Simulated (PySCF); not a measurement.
**One shape, several levels: CH7AlO2Si (SMILES C[O][Al]([OH])[SiH3])**

Wanted: a comparison of 6 runs (HF/STO-3G, HF/3-21G, B3LYP/6-31G*, B2PLYP/cc-pVDZ, wB97M-V/cc-pVDZ, SCS-MP2/cc-pVDZ) of CH7AlO2Si. 

The results are computed with PySCF 2.14.0.

1 further run of the same task is left out (set aside as unsound or not needed).

## 1. The molecule

CH7AlO2Si: 12 atoms, total charge 0, spin state singlet. As SMILES, `C[O][Al]([OH])[SiH3]`. The Si5–H11 distance was set to 1.938 Å, away from the relaxed value.

Bond lengths: C1–O2 1.396 Å, O2–Al3 1.686 Å, Al3–O4 1.691 Å, Al3–Si5 2.439 Å, C1–H6 1.098 Å, C1–H7 1.095 Å, C1–H8 1.095 Å, O4–H9 0.956 Å, Si5–H10 1.490 Å, Si5–H12 1.490 Å. Some angles: C1–O2–Al3 136.1°, O2–Al3–O4 118.8°, O2–Al3–Si5 122.9°, O4–Al3–Si5 118.4°, O2–C1–H6 112.6°, O2–C1–H7 110.2°, O2–C1–H8 110.2°, Al3–O4–H9 123.5°, Al3–Si5–H10 111.3°, Al3–Si5–H12 111.3°. A long bond or contact: Si5–H11 1.938 Å.

## 2. A single-point energy at HF/STO-3G (run 1)

The input, calc.py:

```python
from pyscf import gto, scf

mol = gto.Mole()
mol.atom = '''
C     -0.669332    -1.567069     0.954035
O     -0.799532    -0.219969     1.297935
Al    -0.311432     1.253631     0.640135
O     -0.721132     2.681131     1.449135
Si     0.961968     1.420831    -1.432765
H     -0.112032    -1.712669     0.019635
H     -0.145132    -2.110369     1.747235
H     -1.657632    -2.022569     0.831535
H     -1.218632     2.701731     2.265535
H      2.270368     2.097731    -1.210665
H      1.328700    -0.330800    -2.176500
H      0.219668     2.199631    -2.463265
'''
mol.basis = 'sto-3g'
mol.max_memory = 1860
mol.verbose = 4
mol.spin = 0
mol.charge = 0
mol.build()

calc0 = scf.RHF(mol)
calc0.conv_tol = 1e-10
calc0.kernel()
if not calc0.converged:
    calc0 = calc0.newton().run(calc0.mo_coeff, calc0.mo_occ)

energy = calc0.e_tot
print('E = %.10f Eh' % energy)
```

Run with:

```bash
$ OMP_NUM_THREADS=1 python calc.py
```

What it wrote:

```text
PySCF version 2.14.0

[... 66 lines left out ...]
converged SCF energy = -713.775171802134
E = -713.7751718021 Eh
```

Wall time 0.7 s (1 thread of Arm Neoverse V2, shared host); peak memory 0.1 GiB.

## 3. A single-point energy at HF/3-21G (run 2)

The input, input.xyz:

```xyz
12

C     -0.669332    -1.567069     0.954035
O     -0.799532    -0.219969     1.297935
Al    -0.311432     1.253631     0.640135
O     -0.721132     2.681131     1.449135
Si     0.961968     1.420831    -1.432765
H     -0.112032    -1.712669     0.019635
H     -0.145132    -2.110369     1.747235
H     -1.657632    -2.022569     0.831535
H     -1.218632     2.701731     2.265535
H      2.270368     2.097731    -1.210665
H      1.328700    -0.330800    -2.176500
H      0.219668     2.199631    -2.463265
```

The input, input.py:

```python
from pyscf import gto, scf

mol = gto.M(
    atom='input.xyz',
    verbose=4,
    basis='3-21g',
    max_memory=1860,
)

myscf = scf.RHF(mol)
myscf.conv_tol = 1e-10
myscf.kernel()
if not myscf.converged:
    myscf = myscf.newton().run(myscf.mo_coeff, myscf.mo_occ)

energy = myscf.e_tot
print('E = %.10f Eh' % energy)
```

Run with:

```bash
$ OMP_NUM_THREADS=1 python input.py
```

What it wrote:

```text
PySCF version 2.14.0

[... 68 lines left out ...]
converged SCF energy = -718.667259128786
E = -718.6672591288 Eh
```

It took 0.8 s on 1 thread of Arm Neoverse V2, shared host; peak memory 0.12 GiB.

Runs 3 to 5 aren't shown in full; the table further down has their settings and results.

## 4. A single-point energy at SCS-MP2/cc-pVDZ (run 6)

The input, geometry.xyz:

```xyz
12

C     -0.669332    -1.567069     0.954035
O     -0.799532    -0.219969     1.297935
Al    -0.311432     1.253631     0.640135
O     -0.721132     2.681131     1.449135
Si     0.961968     1.420831    -1.432765
H     -0.112032    -1.712669     0.019635
H     -0.145132    -2.110369     1.747235
H     -1.657632    -2.022569     0.831535
H     -1.218632     2.701731     2.265535
H      2.270368     2.097731    -1.210665
H      1.328700    -0.330800    -2.176500
H      0.219668     2.199631    -2.463265
```

The input, input.py:

```python
from pyscf import gto, scf, mp

mol = gto.M(
    atom='geometry.xyz',
    verbose=3,
    charge=0,
    max_memory=1860,
    basis='cc-pvdz',
)

mf = scf.RHF(mol)
mf.conv_tol = 1e-10
mf.kernel()
if not mf.converged:
    mf = mf.newton().run(mf.mo_coeff, mf.mo_occ)

pt = mp.MP2(mf, frozen=13).run()
e_final = mf.e_tot + 1.2 * pt.e_corr_os + pt.e_corr_ss / 3
print('E(%s) = %.9f' % ('SCS-MP2', e_final))
```

Run with:

```bash
$ OMP_NUM_THREADS=1 python input.py
```

What it wrote:

```text
converged SCF energy = -722.579518306699
E(RMP2) = -723.260120867889  E_corr = -0.680602561189577
E(SCS-RMP2) = -723.258875873544  E_corr = -0.679357566844433
E(SCS-MP2) = -723.258875874
```

It took 3.9 s on 1 thread of Arm Neoverse V2, shared host; peak memory 0.34 GiB.

## 5. Overview of the runs

| run | level | integration grid | frozen core orbitals | energy (Eh) | dipole moment (D) of the reference | HOMO energy (eV) | LUMO energy (eV) | wall time |
| --- | --- | --- | --- | --- | --- | --- | --- | --- |
| 1 | HF/STO-3G | – | – | -713.775172 | 1.11 | -7.14 | 8.60 | 0.7 s |
| 2 | HF/3-21G | – | – | -718.667259 | 1.78 | -10.36 | 2.20 | 0.8 s |
| 3 | B3LYP/6-31G* (spherical functions) | 5 | – | -724.737919 | 1.40 | -7.40 | -0.77 | 29 s |
| 4 | B2PLYP/cc-pVDZ | 5 | 13 | -724.309405 | 1.31 | -8.72 | 0.34 | 38 s |
| 5 | wB97M-V/cc-pVDZ | 5 | – | -724.619956 | 1.33 | -9.72 | 0.99 | 3 min |
| 6 | SCS-MP2/cc-pVDZ | – | 13 | -723.258876 | 1.35 | -10.45 | 2.04 | 3.9 s |

## 6. Summary of results

| quantity | value |
| --- | --- |
| run 6: total energy | -723.25888 Eh |
| run 6: dipole moment (Hartree–Fock density) | 1.35 D |
| run 6: HOMO energy (Hartree–Fock orbitals) | -10.45 eV |
| run 6: LUMO energy (Hartree–Fock orbitals) | 2.04 eV |
| run 6: HOMO–LUMO gap (Hartree–Fock orbitals) | 12.49 eV |
| run 6: correlation energy (13 core orbitals frozen) | -679.4 mEh |

In words: Over runs 1, 2, 3, 4, 5 the dipole moment (its size) runs from 1.11 D (HF/STO-3G) to 1.78 D (HF/3-21G). Over runs 1, 2, 3, 4, 5 the HOMO–LUMO gap runs from 6.63 eV (B3LYP/6-31G*) to 15.74 eV (HF/STO-3G). The two ends differ in method and basis. Totals of different functionals can't be ranked against each other. In run 1 the basis is minimal, so the values are rough. All runs together took 4.2 min, the longest 3 min.
